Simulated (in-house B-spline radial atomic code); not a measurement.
# Hg³⁺: ionisation energy by several methods

An exercise on one series of results from a longer session: the logs are not shown, and one member is left open.

Method: scalar-relativistic (X2C), several functionals, spin-polarised; spherical all-electron atom at the radial basis limit. Code: in-house B-spline radial atomic code version 1.

## Starting point

* element: mercury (Z = 80)
* charge: +3
* electrons: 77
* configuration: [Xe] 4f14 5d9
* nucleus: Fermi, rms radius 5.465 fm

Outer shells as boxes (Hund's rule):

[Xe] 4f14 5d9
```
[Xe] core
4f [↑↓][↑↓][↑↓][↑↓][↑↓][↑↓][↑↓]
5d [↑↓][↑↓][↑↓][↑↓][↑ ]
```

Where spins are not typed, each open shell is filled with up spins first.

The first run:

The run's settings:

```ini
Z = 80
electrons = 77.0
configuration = [Xe] 4f14 5d9
hamiltonian = x2c
method = scan,scan
spin_polarised = True
nucleus = fermi
rms_radius = 5.4648
mass_number = 202
atomic_mass = 201.970643604
speed_of_light = 137.035999084
```

Among the steps run: SCAN; BP86; revTPSS; PW91; exchange-only LDA; OLYP.

One of the session's tables, all rows but one given; the rest of the session is left out.

```
           method  ΔSCF (eV)
exchange-only LDA          ?
             BP86     49.228
             PW91     49.200
             OLYP     49.209
             SCAN     49.191
          revTPSS     49.026
```

Estimate the missing values for exchange-only LDA.

**Answer.** ΔSCF (eV): 47.687. In the column «ΔSCF (eV)» it is the lowest.

Open shells are averaged (over orientations, and over spins where the run is restricted), while tables refer to the lowest levels. For the semilocal functionals minus the highest level recovers only 85 to 86 % of their own ΔSCF value, a mark of self-interaction.

Members of this set that are not shown: 1 did not converge; 11 used exact exchange with fractional occupations of an open shell, which is unsound here.
